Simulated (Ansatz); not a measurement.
**Si3As: from a guess to a relaxed structure**

The task: take a trial cell of Si3As to zero force and stress.

Program: Ansatz 0.2.0. Level of theory: DFT PBE, scalar-relativistic, plane waves, PAW. These are calculated values, not measurements.

1 further run of the same task is left out (for a known fault of the program).

### Step 1. The system as given

Symmetry: Pm-3m, No. 221, cubic system. Conventional cell: a = 4.193 Å, b = 4.193 Å, c = 4.193 Å, α = 90.00°, β = 90.00°, γ = 90.00°. Around Si (site symmetry 4/mmm) lie 8 Si at 2.96 Å and 4 As at 2.96 Å. Around As (site symmetry m-3m) lie 12 Si at 2.96 Å.

As a file:

```
Si As
1.0
     4.19250    0.00000    0.00000
     0.00000    4.19250    0.00000
     0.00000    0.00000    4.19250
Si As
3 1
Direct
  0.00000 0.50000 0.50000
  0.50000 0.00000 0.50000
  0.50000 0.50000 0.00000
  0.00000 0.00000 0.00000
```

Recipe of the guess: species swapped into a database cell of In3Bi (Pm-3m, No. 221), with Si on the In sites and As on the Bi sites. Its size is a rough estimate.

### Step 2. The guess as it stands, on a coarse mesh

Contents of input.yaml:

```yaml
crystal:
  lattice:
    - [4.19250487, 0.0, 0.0]
    - [0.0, 4.19250487, 0.0]
    - [0.0, 0.0, 4.19250487]
  atoms:
    - { symbol: Si, position: [0.0, 0.5, 0.5] }
    - { symbol: Si, position: [0.5, 0.0, 0.5] }
    - { symbol: Si, position: [0.5, 0.5, 0.0] }
    - { symbol: As, position: [0.0, 0.0, 0.0] }
basis:
  ecutwfc: 420
kpoints:
  mp_grid: { grid: [4, 4, 4] }
hamiltonian:
  xc: pbe
scf:
  occupations: { method: gaussian, width: 0.1 }
  lower_state_search: "off"
output:
  forces: true
  stress: true
  eigenvalues: true
```

The run is started by

```bash
> ansatz run input.yaml --threads 1 --pin off --max-ram 2560MiB --backend cpu --events-out ev --progress --plain --runs-dir out
```

Standard output, cut to the lines that bear on the results:

```text
[...]
SCF converged after 6 iterations
Free energy (F): -6760.946049 eV
[...]
E sigma→0 (E₀):  -6760.938021 eV
Entropy (-TS):   -0.016057 eV (-4.014 meV/atom)
Fermi energy:    8.970335 eV
[...]
--- Forces (eV/Å), atoms counted from 1 ---
  atom   1  Si    -0.00000000    -0.00000000     0.00000000
  atom   2  Si    -0.00000000     0.00000000     0.00000000
  atom   3  Si    -0.00000000     0.00000000     0.00000000
  atom   4  As     0.00000000     0.00000000     0.00000000
[...]
--- Stress (GPa, compression-positive) ---
       -6.811273       0.000000       0.000000
        0.000000      -6.811273       0.000000
       -0.000000       0.000000      -6.811273
  P = ⅓ Tr σ = -6.8113 GPa (-68.113 kbar)
--- Band table (eV; the first three rows and the last of 10) ---
  k-point 0: bands = ["-27.0203", "-27.0203", "-27.0196", "-27.0196", "-27.0196", "-4.4503", "1.7452", "4.3395", "4.3395", "4.3395", "4.4384", "4.4384", "10.7049", "10.7049", "10.7049", "11.4995", "11.4995", "11.4995"]
[...]
```

Run time: 0.45 s. Hardware: 1 thread of AMD EPYC 9R45 (Zen 5), shared host; peak memory 0.36 GiB.

From the probe: pressure -6.8 GPa, largest force 0.00 eV/Å, gap on this mesh none (metal). A cheap, loose relaxation comes first.

### Step 3. Rough relaxation on the coarse mesh

Changes to input.yaml since step 2:

```diff
@@ -23 +23,6 @@
   eigenvalues: true
+relax:
+  adjacent_minimum: "off"
+  f_tol: 0.04
+  max_steps: 70
+  cell: { stress_tol: 0.4 }
```

The run is started by

```bash
> ansatz run input.yaml --threads 1 --pin off --max-ram 2560MiB --backend cpu --events-out ev --progress --plain --runs-dir out
```

Standard output:

```text
Warning: RAYON_NUM_THREADS=1 ignored (pool sized by the plan → 1); use --threads N
Engine: ansatz 0.2.0, x86_64-unknown-linux-gnu
Pseudopotentials: kind: paw
Pseudopotential: Si, paw, valence charge 4, recommended cutoff 420 eV (normal), Si.paw.azcp
Pseudopotential: As, paw, valence charge 15, recommended cutoff 420 eV (normal), As.paw.azcp
Functional definition: PBE
  parameter kappa = 0.804
  parameter beta = 0.06672455060314922
  exchange = pbe_x(kappa = kappa, mu = beta*pi^2/3)
  correlation = pbe_c(beta = beta)
Crystal: 4 atoms, lattice volume = 73.692 Å³
Basis set: ecut = 420 eV, 1419 PW (Γ), exchange–correlation on 60×60×60 points (8 copies of the dense FFT grid, shifted against one another)
Bands: 18, of which v1, the nominal top of the filled ones, is band 14 counted from 1 (13 counted from 0)
Symmetry: 48 space group operations
Space group: Pm-3m (ITA 221), of the structure as read, at distance tolerance 4.2e-5 Å
k-points: 10 of 64
Non-local potential: Si, projectors of the file, l = 0: 2, l = 1: 2, l = 2: 2
Non-local potential: As, projectors of the file, l = 0: 2, l = 1: 2, l = 2: 3, l = 3: 1
PAW form: soft (Blöchl's): semilocal exchange-correlation on the pseudo side does not see the compensation charge
PAW one-centre angular grid: Si, 110 points (default); XC on 64 Gauss nodes
PAW one-centre angular grid: As, 590 points (default); XC on 64 Gauss nodes
Initial density: superposition of atomic densities (neutral atoms: chi_scale 0, normalization atom), corrected by the library's trained network
Initial wavefunctions: pseudopotential atomic-orbital guess
Functional: x = pbe(κ = 0.804, μ = 0.2195149727645171), c = pbe(β = 0.06672455060314922)
SCF iter   1: F=—  HF=-6760.949044 eV  |F-HF|=—  |Δ(HF+E_count)|=         —  Δρ=2.44e-3  dr2=9.44e-3  ethr=1.77e-3  ⟨swp⟩=6.0  Hψ=918  notcnv=0
preconditioner: auto → Kerker (q_TF=auto, 2.308 Å⁻¹)  [metal: Δε(μ)=0.024 eV  Ē_g=7.476 eV  σ=0.100 eV  W_gap=0.13  n_scr=18 (ndim 8)  ℏωp=17.8 eV  f_vac=0.000  D(μ)=3.21/eV (n_scr^D=26)]
SCF iter   2: F=—  HF=-6760.947286 eV  |F-HF|=—  |Δ(HF+E_count)|=   1.76e-3  Δρ=1.60e-3  dr2=4.27e-3  ethr=3.50e-5  ⟨swp⟩=1.1  Hψ=261  notcnv=0
SCF iter   3: F=—  HF=-6760.945969 eV  |F-HF|=—  |Δ(HF+E_count)|=   1.32e-3  Δρ=2.54e-4  dr2=4.19e-5  ethr=1.58e-5  ⟨swp⟩=2.0  Hψ=249  notcnv=0
SCF iter   4: F=—  HF=-6760.946054 eV  |F-HF|=—  |Δ(HF+E_count)|=   8.46e-5  Δρ=7.03e-5  dr2=4.82e-6  ethr=1.55e-7  ⟨swp⟩=2.1  Hψ=303  notcnv=0
SCF iter   5: F=—  HF=-6760.946049 eV  |F-HF|=—  |Δ(HF+E_count)|=   4.83e-6  Δρ=2.96e-5  dr2=4.66e-7  ethr=1.79e-8  ⟨swp⟩=2.1  Hψ=299  notcnv=0
SCF iter   6: F=-6760.946049 eV  HF=-6760.946049 eV  |F-HF|=1.09e-8  |Δ(HF+E_count)|=   1.30e-7  Δρ=6.73e-6  dr2=2.55e-8  ethr=3.70e-10  ⟨swp⟩=6.5  Hψ=820  notcnv=0
SCF 1 converged in 6 iterations: F = -6760.946049 eV  dr2 = 2.55e-8
relax step   1: F+E_penalty+E_count = -6760.94604936 eV  Δ(F+E_penalty+E_count) = +0.000e0 eV  max|allowed force component| = 3.123e-31 eV/Å  Δτ_max = 0.0000 Å  P = -6.811 GPa  Ω = 73.692 Å³  (6 SCF iters, dr2 threshold 1.00e-7 eV, accepted)
Crystal: 4 atoms, lattice volume = 63.431 Å³
Basis set: ecut = 420 eV, 1237 PW (Γ), exchange–correlation on 60×60×60 points (8 copies of the dense FFT grid, shifted against one another)
Initial density: handed on by an earlier stage of this run
Initial wavefunctions: those handed on with the density
iter 1 solved again at ethr=1.05e-4 eV; its pass at ethr=3.10e-3 eV (dr2=2.85e-2 eV) is discarded
SCF iter   1: F=—  HF=-6761.082594 eV  |F-HF|=—  |Δ(HF+E_count)|=         —  Δρ=4.47e-3  dr2=2.89e-2  ethr=1.05e-4  ⟨swp⟩=1.0  Hψ=1100  notcnv=0
preconditioner: auto → Kerker (q_TF=auto, 2.366 Å⁻¹)  [metal: Δε(μ)=0.072 eV  Ē_g=8.201 eV  σ=0.100 eV  W_gap=0.37  n_scr=18 (ndim 8)  ℏωp=19.2 eV  f_vac=0.000  D(μ)=3.76/eV (n_scr^D=32)]
SCF iter   2: F=—  HF=-6761.076563 eV  |F-HF|=—  |Δ(HF+E_count)|=   6.03e-3  Δρ=2.35e-3  dr2=7.04e-3  ethr=1.05e-4  ⟨swp⟩=1.2  Hψ=182  notcnv=0
preconditioner: auto → Resta (q_TF=auto, 2.366 Å⁻¹)  ε∞=6.5  [insulator: Δε(μ)=0.119 eV  Ē_g=8.203 eV  σ=0.100 eV  W_gap=0.55  n_scr=18 (ndim 8)  ℏωp=19.2 eV  f_vac=0.000  D(μ)=3.69/eV (n_scr^D=32)  ε∞_Penn≈6.5]
SCF iter   3: F=—  HF=-6761.074826 eV  |F-HF|=—  |Δ(HF+E_count)|=   1.74e-3  Δρ=5.75e-4  dr2=2.68e-4  ethr=2.61e-5  ⟨swp⟩=2.5  Hψ=305  notcnv=0
SCF iter   4: F=—  HF=-6761.074741 eV  |F-HF|=—  |Δ(HF+E_count)|=   8.44e-5  Δρ=1.94e-4  dr2=2.63e-5  ethr=9.94e-7  ⟨swp⟩=2.1  Hψ=307  notcnv=0
SCF iter   5: F=—  HF=-6761.074729 eV  |F-HF|=—  |Δ(HF+E_count)|=   1.17e-5  Δρ=4.58e-5  dr2=1.18e-6  ethr=9.72e-8  ⟨swp⟩=2.2  Hψ=308  notcnv=0
SCF iter   6: F=-6761.074730 eV  HF=-6761.074730 eV  |F-HF|=1.89e-10  |Δ(HF+E_count)|=   1.06e-7  Δρ=5.82e-6  dr2=1.96e-8  ethr=1.48e-9  ⟨swp⟩=5.6  Hψ=812  notcnv=0
SCF 2 converged in 6 iterations: F = -6761.074730 eV  dr2 = 1.96e-8
relax step   2: F+E_penalty+E_count = -6761.07472957 eV  Δ(F+E_penalty+E_count) = -1.287e-1 eV  max|allowed force component| = 6.163e-32 eV/Å  Δτ_max = 0.0000 Å  P = +3.886 GPa  Ω = 63.431 Å³  energy of the carried Pulay correction = +1.257e-3 eV  (6 SCF iters, dr2 threshold 4.00e-7 eV, accepted)
Crystal: 4 atoms, lattice volume = 66.810 Å³
Basis set: ecut = 420 eV, 1309 PW (Γ), exchange–correlation on 60×60×60 points (8 copies of the dense FFT grid, shifted against one another)
iter 1 solved again at ethr=1.92e-5 eV; its pass at ethr=3.10e-3 eV (dr2=5.17e-3 eV) is discarded
SCF iter   1: F=—  HF=-6761.110508 eV  |F-HF|=—  |Δ(HF+E_count)|=         —  Δρ=1.86e-3  dr2=5.28e-3  ethr=1.92e-5  ⟨swp⟩=1.0  Hψ=1076  notcnv=0
preconditioner: auto → Kerker (q_TF=auto, 2.346 Å⁻¹)  [metal: Δε(μ)=0.032 eV  Ē_g=7.933 eV  σ=0.100 eV  W_gap=0.18  n_scr=18 (ndim 8)  ℏωp=18.7 eV  f_vac=0.000  D(μ)=3.86/eV (n_scr^D=32)]
SCF iter   2: F=—  HF=-6761.109433 eV  |F-HF|=—  |Δ(HF+E_count)|=   1.07e-3  Δρ=1.00e-3  dr2=1.32e-3  ethr=1.92e-5  ⟨swp⟩=1.2  Hψ=182  notcnv=0
SCF iter   3: F=—  HF=-6761.109123 eV  |F-HF|=—  |Δ(HF+E_count)|=   3.10e-4  Δρ=2.70e-4  dr2=5.51e-5  ethr=4.90e-6  ⟨swp⟩=2.6  Hψ=306  notcnv=0
SCF iter   4: F=—  HF=-6761.109123 eV  |F-HF|=—  |Δ(HF+E_count)|=   1.75e-7  Δρ=1.06e-4  dr2=9.34e-6  ethr=2.04e-7  ⟨swp⟩=2.1  Hψ=304  notcnv=0
SCF iter   5: F=—  HF=-6761.109119 eV  |F-HF|=—  |Δ(HF+E_count)|=   3.55e-6  Δρ=2.46e-5  dr2=4.10e-7  ethr=3.46e-8  ⟨swp⟩=2.3  Hψ=309  notcnv=0
SCF iter   6: F=-6761.109119 eV  HF=-6761.109119 eV  |F-HF|=3.73e-9  |Δ(HF+E_count)|=   4.54e-8  Δρ=5.08e-6  dr2=1.88e-8  ethr=1.48e-9  ⟨swp⟩=5.1  Hψ=791  notcnv=0
SCF 3 converged in 6 iterations: F = -6761.109119 eV  dr2 = 1.88e-8
relax step   3: F+E_penalty+E_count = -6761.10911929 eV  Δ(F+E_penalty+E_count) = -3.439e-2 eV  max|allowed force component| = 1.249e-30 eV/Å  Δτ_max = 0.0000 Å  P = -0.375 GPa  Ω = 66.810 Å³  energy of the carried Pulay correction = +8.225e-4 eV  (6 SCF iters, dr2 threshold 4.00e-7 eV, accepted)
Initial wavefunctions: pseudopotential atomic-orbital guess (no wavefunctions were taken with the density)
iter 1 solved again at ethr=7.80e-9 eV; its pass at ethr=3.10e-3 eV (dr2=2.11e-6 eV) is discarded
SCF iter   1: F=—  HF=-6761.108539 eV  |F-HF|=—  |Δ(HF+E_count)|=         —  Δρ=3.84e-5  dr2=2.13e-7  ethr=7.80e-9  ⟨swp⟩=3.1  Hψ=1480  notcnv=0
preconditioner: auto → Kerker (q_TF=auto, 2.346 Å⁻¹)  [metal: Δε(μ)=0.018 eV  Ē_g=7.933 eV  σ=0.100 eV  W_gap=0.10  n_scr=18 (ndim 8)  ℏωp=18.7 eV  f_vac=0.000  D(μ)=4.07/eV (n_scr^D=32)]
SCF iter   2: F=—  HF=-6761.108561 eV  |F-HF|=—  |Δ(HF+E_count)|=   2.18e-5  Δρ=2.55e-5  dr2=1.99e-7  ethr=7.90e-10  ⟨swp⟩=2.2  Hψ=312  notcnv=0
SCF iter   3: F=—  HF=-6761.108561 eV  |F-HF|=—  |Δ(HF+E_count)|=   1.86e-7  Δρ=1.11e-5  dr2=3.31e-8  ethr=7.37e-10  ⟨swp⟩=2.2  Hψ=229  notcnv=0
SCF iter   4: F=-6761.108561 eV  HF=-6761.108561 eV  |F-HF|=5.78e-10  |Δ(HF+E_count)|=   1.63e-8  Δρ=1.75e-6  dr2=1.29e-9  ethr=9.48e-12  ⟨swp⟩=3.0  Hψ=732  notcnv=0
SCF 4 converged in 4 iterations: F = -6761.108561 eV  dr2 = 1.29e-9
relax step   4: F+E_penalty+E_count = -6761.10856128 eV  Δ(F+E_penalty+E_count) = +5.580e-4 eV  max|allowed force component| = 1.282e-30 eV/Å  Δτ_max = 0.0000 Å  P = -0.384 GPa  Ω = 66.810 Å³  stress off target by 3.84e-1 GPa  SCF on the basis re-selected at this cell (its energy is not comparable with the rows above)  (4 SCF iters)
basis re-selected at this cell: Δ(F+E_penalty+E_count) = +5.580e-4 eV, ΔP = -0.009 GPa vs the last step (what re-selecting the basis moved, of the pressure what is left beyond the Pulay correction that the steps carried, after the strain that the cell walked since its last selection, with what the two solves' SCF thresholds leave and, on support functions, any second-order correction that the steps lacked; it is no measure of the basis error at this ecutwfc). This SCF's stress stands 3.84e-1 GPa from its target on what of the cell is left free (relax.cell.stress_tol is 4.00e-1 GPa) and its largest allowed force component is 1.28e-30 eV/Å (relax.f_tol is 4.00e-2 eV/Å): within both
SCF converged after 4 iterations
Free energy (F): -6761.108561 eV
Harris-Foulkes:  -6761.108561 eV  (|F-HF|=5.78e-10)
Internal energy: -6761.088213 eV  (E = F + TS)
E sigma→0 (E₀):  -6761.098387 eV
Entropy (-TS):   -0.020348 eV (-5.087 meV/atom)
Fermi energy:    10.218942 eV
--- Per-component energies (eV) ---
  E_band       = -176.444874
  E_kinetic    = 219.377626
  E_local      = -2040.917495  (includes V_loc(G=0)·N_el)
  E_nonlocal   = -593.546631
  E_hartree    = 1115.213928
  E_xc         = -245.645018
  E_vxc        = -220.336775  (∫ρ·V_xc dr)
  E_paw        = -3369.863681  (= ΣΔE_a)
  E_vpaw       = 228.549216  (= ΣTr[D̂ρ^β])
  E_aug_tail   = 0.000030  (compensation charges beyond the density's cutoff)
  E_ewald      = -1845.706972
  E_smearing   = -0.020348  (= −TS)
  E_closure    = 0.000000  (closes the sum)
  Σ components = -6761.108561   (vs F -6761.108561, Δ=0.00e0)
--- Forces (eV/Å), atoms counted from 1 ---
  atom   1  Si     0.00000000    -0.00000000    -0.00000000
  atom   2  Si    -0.00000000     0.00000000     0.00000000
  atom   3  Si    -0.00000000    -0.00000000     0.00000000
  atom   4  As     0.00000000    -0.00000000     0.00000000
  max |Σ_I F_I| component: 1.71e-30 eV/Å
--- Stress (GPa, compression-positive) ---
       -0.383960      -0.000000       0.000000
       -0.000000      -0.383960      -0.000000
        0.000000      -0.000000      -0.383960
  P = ⅓ Tr σ = -0.3840 GPa (-3.840 kbar)
--- Band table (eV; the first three rows and the last of 10) ---
  k-point 0: bands = ["-25.7231", "-25.7231", "-25.7224", "-25.7224", "-25.7224", "-3.9248", "3.1327", "5.1815", "5.1815", "5.1815", "5.8176", "5.8176", "12.2200", "12.2200", "12.2200", "13.0319", "13.0319", "13.0319"]
  k-point 1: bands = ["-25.7230", "-25.7225", "-25.7225", "-25.7225", "-25.7224", "-3.4275", "1.1121", "4.4902", "5.7022", "5.7022", "6.2505", "9.7106", "9.9706", "9.9706", "10.2013", "10.9509", "13.1466", "13.1466"]
  k-point 2: bands = ["-25.7230", "-25.7227", "-25.7227", "-25.7223", "-25.7219", "-2.4650", "-0.8181", "4.8974", "6.9057", "6.9057", "6.9669", "7.7836", "7.7836", "8.7314", "9.3336", "14.2037", "14.2037", "14.4562"]
  k-point 9: bands = ["-25.7231", "-25.7231", "-25.7231", "-25.7212", "-25.7212", "-0.5566", "3.1068", "3.1068", "3.1068", "3.7044", "3.7044", "3.7044", "4.3364", "16.2307", "16.2307", "16.2307", "17.5669", "17.5669"]
--- Relaxed structure (3 steps of the walk, 3 accepted, 1 SCFs on fresh bases) ---
  F+E_penalty+E_count = -6761.10856128 eV   max|allowed force component| = 1.282e-30 eV/Å   (the final SCF, on the basis selected at the relaxed cell)
  cell:  # Å, volume = 66.8102 Å³
    - [4.057709237384446, -3.7916745780123706e-34, 1.79753461476142e-33]
    - [6.479951792052888e-34, 4.057709237384446, 0.0]
    - [1.5407439555097887e-33, 0.0, 4.057709237384446]
  atoms:
    - { symbol: Si, position: [8.134757260725008e-35, 0.49999999999999994, 0.49999999999999994] }
    - { symbol: Si, position: [0.49999999999999994, -1.0048817792659888e-35, 0.49999999999999994] }
    - { symbol: Si, position: [0.49999999999999994, 0.49999999999999994, -5.742181595805806e-36] }
    - { symbol: As, position: [2.7753877713062313e-35, -4.306636196854492e-36, 5.742181595805849e-36] }
```

Run time: 1.7 s. Hardware: 1 thread of AMD EPYC 9R45 (Zen 5), shared host; peak memory 0.38 GiB.

Step by step:

```csv
step,energy from step 1 (eV/cell),largest force component (eV/Å),pressure (GPa),volume (Å³)
1,0.0000,0.0000,-6.81,73.69
2,-0.1287,0.0000,3.89,63.43
3,-0.1631,0.0000,-0.38,66.81
4,-0.1625,0.0000,-0.38,66.81
```

Step 1 is the start. Step 4 repeats the geometry before it on a plane-wave basis chosen anew for that cell, so its energy need not be comparable with the rows above.

|  | before | after | change |
| --- | --- | --- | --- |
| a (Å) | 4.193 | 4.058 | -3.2 % |
| b (Å) | 4.193 | 4.058 | -3.2 % |
| c (Å) | 4.193 | 4.058 | -3.2 % |
| volume (Å³/atom) | 18.42 | 16.70 | -9.3 % |
| shortest distance (Å) | 2.965 | 2.869 | -3.2 % |
| space group (0.01 Å) | Pm-3m | Pm-3m | same |

Forces and stress were held to the start's 48 operations: a distortion of lower symmetry was not tested.

[end of part 1 of 2]
